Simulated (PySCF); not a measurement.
# C5H11P2: the cost of one run

Computed with PySCF 2.14.0 and routines of our own; the level stands in each step. Atoms count from 0.

## 1. The system as given

18 atoms, charge 1, multiplicity 1; geometry from: GFN2-xTB.

## 2. Magnetic properties: GIAO B3LYP/pcSseg-1

What the job is given:

```
{"job": {"kind": "mag", "xc": "B3LYP", "basis": "pcSseg-1", "isotopologues": 2}, "charge": 1, "multiplicity": 1}
C     -2.571147     0.101249     0.073985
C     -1.125886    -0.217338    -0.060748
C     -0.605141    -1.288533    -0.642064
C      0.895400    -1.442227    -0.658392
P      1.465042     0.215549    -0.138241
P      2.000232     1.419308    -1.847393
C     -0.135751     0.764915     0.544353
H     -2.829129     0.253431     1.120988
H     -2.808380     1.020093    -0.460845
H     -3.182272    -0.701581    -0.326169
H     -1.199409    -2.069140    -1.085010
H      1.226440    -2.215335     0.042798
H      1.270165    -1.705629    -1.651727
H      2.375794     0.076694     0.900410
H      2.458694     2.466360    -1.036308
H      3.264723     0.825377    -1.951761
H     -0.361913     1.797146     0.262265
H     -0.146220     0.705976     1.637442
```

Level: GIAO B3LYP/pcSseg-1 magnetisability, rotational g tensor and spin-rotation constants, non-relativistic, gas phase.

The run is started by

```bash
$ OMP_NUM_THREADS=1 python excited_run.py task.json out
```

One launch serves the whole session: the jobs run in the order shown.

Q: Estimate the wall time and peak memory of this first job on 1 thread of Arm Neoverse V1, shared host.

About 41 s, with a peak of 0.83 GiB.
